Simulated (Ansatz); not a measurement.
# C3H10N2O2W: small, medium and large basis sets

The task here is to estimate one member of a computed series from the others.

Computed with Ansatz 0.2.0, Gaussian basis. Level: one geometry, several basis sets.

The runs, in order: PBE0-D4/def2-SVP; ωB97M-V/def2-SVP; PBE0-D4/def2-QZVPP; ωB97M-V/def2-QZVPP; the functionals' def2-TZVPP values are taken from earlier runs.

### The relaxed structure

The geometry comes from an earlier relaxation with PBE0-D4 in a triple-zeta def2 set; it is a stationary point, not always the lowest conformer. W takes the def2 core potential; no spin-orbit term is included.

SMILES `C[N]=[W](=[O])([OH])[N](C)C`, 18 atoms, charge 0, spin multiplicity 1.

Atoms are counted from 1 here; the program's logs count them from 0.

Bond lengths: C1–N2 1.420 Å, C1–H9 1.096 Å, C1–H10 1.095 Å, C1–H11 1.096 Å, N2–W3 1.755 Å, W3–O4 1.719 Å, W3–O5 1.911 Å, W3–N6 1.942 Å, O5–H12 0.958 Å, N6–C7 1.444 Å, N6–C8 1.449 Å, C7–H13 1.098 Å, C7–H14 1.098 Å, C7–H15 1.089 Å, C8–H16 1.092 Å, C8–H17 1.098 Å, C8–H18 1.097 Å. Angles: N2–C1–H9 110.1°, N2–C1–H10 110.5°, N2–C1–H11 112.1°, H9–C1–H10 107.3°, H9–C1–H11 108.2°, H10–C1–H11 108.4°, C1–N2–W3 154.2°, N2–W3–O4 112.1°, N2–W3–O5 110.2°, N2–W3–N6 105.5°, O4–W3–O5 109.4°, O4–W3–N6 109.0°, O5–W3–N6 110.6°, W3–O5–H12 123.0°, W3–N6–C7 128.4°, W3–N6–C8 118.5°, C7–N6–C8 113.0°, N6–C7–H13 110.7° and more.

Set-up of the first run:

Contents of in.yaml:

```yaml
crystal:
  periodic: [false, false, false]
  atoms:
    - {symbol: C, position_ang: [-1.077371, 2.873444, -0.114234]}
    - {symbol: N, position_ang: [-0.714657, 1.555181, -0.497132]}
    - {symbol: W, position_ang: [-0.959595, -0.177976, -0.618494]}
    - {symbol: O, position_ang: [-2.410115, -0.680449, 0.154732]}
    - {symbol: O, position_ang: [-1.000064, -0.710960, -2.452794]}
    - {symbol: N, position_ang: [0.555247, -0.979765, 0.294070]}
    - {symbol: C, position_ang: [1.779335, -0.347176, 0.725318]}
    - {symbol: C, position_ang: [0.457077, -2.364289, 0.711348]}
    - {symbol: H, position_ang: [-0.308604, 3.300503, 0.539287]}
    - {symbol: H, position_ang: [-1.154020, 3.521713, -0.993722]}
    - {symbol: H, position_ang: [-2.033486, 2.899480, 0.420041]}
    - {symbol: H, position_ang: [-0.755070, -0.126536, -3.171094]}
    - {symbol: H, position_ang: [2.651679, -0.853438, 0.292172]}
    - {symbol: H, position_ang: [1.877602, -0.392136, 1.818389]}
    - {symbol: H, position_ang: [1.797141, 0.696269, 0.415817]}
    - {symbol: H, position_ang: [-0.494298, -2.803325, 0.403306]}
    - {symbol: H, position_ang: [0.525280, -2.448592, 1.803569]}
    - {symbol: H, position_ang: [1.263920, -2.961948, 0.269400]}
basis:
  gaussian: {orbitals: def2-SVP}
hamiltonian: {xc: pbe0, dispersion: d4}
output: {orbitals: {seedname: orbitals}}
```

Launch:

```console
> ansatz run in.yaml --threads 4 --pin off --events-out ev --progress --plain --max-ram 66560MiB --backend cpu
```

Steps of the session up to this table: PBE0-D4 in def2-SVP; ωB97M-V in def2-SVP; PBE0-D4 in def2-QZVPP; ωB97M-V in def2-QZVPP.

One of the session's tables, all rows but one given; the rest of the session is left out.

```
functional       basis  HOMO (eV)
   PBE0-D4    def2-SVP      -6.74
   PBE0-D4  def2-TZVPP      -6.83
   PBE0-D4  def2-QZVPP      -6.85
   ωB97M-V    def2-SVP      -8.97
   ωB97M-V  def2-TZVPP      -9.07
   ωB97M-V  def2-QZVPP          ?
```

Estimate the missing values for ωB97M-V, def2-QZVPP.

The run gave: HOMO (eV): -9.09. In the column «HOMO (eV)» it is the lowest.
